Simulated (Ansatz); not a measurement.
# CHBe (doublet): the correlation ladder at distance C1–H3 = 1.482 Å, 6-31G

Aim: climb from Hartree-Fock through coupled cluster and multireference methods for CHBe (doublet) at one geometry and basis, and see what each rung misses.

Method: 6-31G, core rule «outside noble gas», up to 2 orbitals frozen; program: Ansatz 0.2.0, Gaussian basis.

To be run: UHF; CCSD(T) on ROHF; CCSD(T) on UHF; BCCD(T) on ROHF; CISD as a restricted active space (open shells left free, so some higher excitations enter); CCSDT(Q) on ROHF; CCSDT(Q) on UHF; CISDTQ; CCSDTQ on ROHF; CCSDTQ on UHF; CASSCF and MRCISD+Q, 3 electrons in 3 orbitals; CASSCF and NEVPT2, 3 electrons in 3 orbitals; CASSCF and MRCISD+Q, 7 electrons in 9 orbitals; CASSCF and MRCISD+Q(relaxed), 7 electrons in 9 orbitals; CASSCF and NEVPT2, 7 electrons in 9 orbitals; Full CI; Full CI in the symmetry of the determinant.

33 further runs of the same task are left out: 14 for a known fault of the program, 15 that didn't finish, 4 set aside as unsound or not needed. Runs told in other sessions of the task aren't counted.

### 1 The geometry

The geometry derives from a PBE0/def2-TZVP stationary point (not a proven minimum). One bond is set to the value named and the two fragments are kept rigid.

3 atoms, charge 0, spin multiplicity 2.

Atoms are counted from 1 here; the program's logs count them from 0.

Bond lengths: C1–Be2 1.624 Å.

### 2 UHF

File in.yaml:

```yaml
crystal:
  periodic: [false, false, false]
  atoms:
    - {symbol: C, position_ang: [0.000000, 0.000000, 0.047400]}
    - {symbol: Be, position_ang: [0.000000, 0.000000, -1.576800]}
    - {symbol: H, position_ang: [0.000000, 0.000000, 1.529400]}
basis:
  gaussian: {orbitals: 6-31G}
magnetization: {spin_polarized: true, initial_magnetization: 1}
hamiltonian: {xc: hf}
output: {orbitals: {seedname: orbitals}}
```

Launch:

```console
> ansatz run in.yaml --threads 1 --pin off --events-out ev --progress --plain --max-ram 2393MiB
```

The runs that follow: CCSD(T) on ROHF; CCSD(T) on UHF; BCCD(T) on ROHF; CISD as a restricted active space (open shells left free, so some higher excitations enter); CCSDT(Q) on ROHF; CCSDT(Q) on UHF; CISDTQ; CCSDTQ on ROHF; CCSDTQ on UHF; CASSCF and MRCISD+Q, 3 electrons in 3 orbitals; CASSCF and NEVPT2, 3 electrons in 3 orbitals; CASSCF and MRCISD+Q, 7 electrons in 9 orbitals; CASSCF and MRCISD+Q(relaxed), 7 electrons in 9 orbitals; CASSCF and NEVPT2, 7 electrons in 9 orbitals; Full CI; Full CI in the symmetry of the determinant.

Q: Predict the results of all the runs planned. Wanted: FCI from the RHF energy; NEVPT2 pair from FCI; MRCISD+Q pair from FCI; NEVPT2 valence from FCI; T1 diagnostic; effectively unpaired electrons.

The runs gave:

| quantity | value |
| --- | --- |
| FCI from the ROHF energy | -4.3354 eV |
| NEVPT2 pair from FCI | +17.09 kcal/mol |
| MRCISD+Q pair from FCI | -0.56 kcal/mol |
| NEVPT2 valence from FCI | +3.74 kcal/mol |
| levels within 1 kcal/mol (43 meV) | MRCISD+Q pair, MRCISD valence, MRCISD+Q valence, MRCISD+Q(relaxed) valence |
| T1 diagnostic | 0.039 |
| effectively unpaired electrons | 3.06 |

In words: MRCISD+Q pair falls below full CI: the +Q correction isn't variational, and the cores differ from full CI's. With 3.1 effectively unpaired electrons against 1 the state is strongly multireference. Of the multireference levels listed MRCISD+Q(relaxed) valence comes nearest in total energy (-0.01 kcal/mol), which doesn't show that its space is the better one. The lowest state has another symmetry than the determinant, whose own symmetry lies 1.05 eV higher, so single-reference misses include that gap. Coupled cluster took another determinant than the lowest Hartree-Fock one. These misses are within one basis, not against nature.

The restricted and unrestricted ladders end 1.49 eV apart at CCSDT(Q), which points to two states or an unsound top rung; rows of one don't measure the error of the other.

With open shells the CI space here admits some higher excitations, so it is larger than plain CISD.
